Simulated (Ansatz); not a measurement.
# YNb4N: from a guess to a relaxed structure

Aim: relax a trial structure of YNb4N and see where it ends.

Program: Ansatz 0.2.0. Level of theory: DFT PBE, scalar-relativistic, plane waves, PAW. These are calculated values, not measurements.

1 further run of the same task is left out (set aside as unsound or not needed).

## 1. Starting point

It takes space group P4/mmm (No. 123, tetragonal). The conventional cell has a = 3.770 Å, b = 3.770 Å, c = 5.624 Å, α = 90.00°, β = 90.00°, γ = 90.00°. Y (site symmetry 4/mmm) has 8 Nb at 2.40 Å as nearest neighbours. Nb (site symmetry 2mm) has 2 N at 2.30 Å and 2 Y at 2.40 Å and 5 Nb at 2.65 to 2.67 Å as nearest neighbours. N (site symmetry 4/mmm) is surrounded by 8 Nb at 2.30 Å.

Coordinates:

```xyz
6
Lattice="3.7701 0.0000 0.0000 0.0000 3.7701 0.0000 0.0000 0.0000 5.6244" Properties=species:S:1:pos:R:3 pbc="T T T"
Y     1.8851    1.8851    2.8122
Nb    0.0000    1.8851    4.2997
Nb    1.8851    0.0000    4.2997
Nb    0.0000    1.8851    1.3246
Nb    1.8851    0.0000    1.3246
N     0.0000    0.0000    0.0000
```

The cell is invented: species swapped into a database cell of MgTiH4 (P4/mmm, No. 123), with Y on the Mg sites, N on the Ti sites and Nb on the H sites. Its size is a rough estimate.

## 2. The guess as it stands, on a coarse mesh

The input, input.yaml:

```yaml
crystal:
  lattice:
    - [3.77012467, 0.0, 0.0]
    - [0.0, 3.77012467, 0.0]
    - [0.0, 0.0, 5.62436025]
  atoms:
    - { symbol: "Y", position: [0.5, 0.5, 0.5] }
    - { symbol: Nb, position: [0.0, 0.5, 0.76447999] }
    - { symbol: Nb, position: [0.5, 0.0, 0.76447999] }
    - { symbol: Nb, position: [0.0, 0.5, 0.23552001] }
    - { symbol: Nb, position: [0.5, 0.0, 0.23552001] }
    - { symbol: "N", position: [0.0, 0.0, 0.0] }
basis:
  ecutwfc: 420
kpoints:
  mp_grid: { grid: [4, 4, 4] }
hamiltonian:
  xc: pbe
scf:
  occupations: { method: gaussian, width: 0.1 }
  lower_state_search: "off"
output:
  forces: true
  stress: true
  eigenvalues: true
```

Command:

```
> ansatz run input.yaml --threads 1 --pin off --max-ram 2560MiB --backend cpu --events-out ev --progress --plain --runs-dir out
```

The session goes on with these runs: coarse relaxation; relaxation on the finer mesh.

Before running it: what results should come out? Wanted: conventional cell; volume; energy over the elements; gap on the mesh.

As calculated:

```
                                                              quantity                                                                      value
                                symmetry at the end (tolerance 0.05 Å)                                               space group P4/mmm (No. 123)
                                                     conventional cell  a = 3.882 Å, b = 3.882 Å, c = 7.908 Å, α = 90.00°, β = 90.00°, γ = 90.00°
                                                                volume                                                              19.86 Å³/atom
energy over the elements (uncorrected; H, N, O, F and Cl as molecules)                                                              +0.40 eV/atom
                                                       gap on the mesh                                                               none (metal)
```

**Reading.** The space group P4/mmm (No. 123) is kept, and the volume per atom grows by 49.1 % from the first guess. The formation energy is positive, so the separate elements lie lower. No finished test with a distortion of lower symmetry is shown, so the end may be a saddle point. Other magnetic orders were not searched.
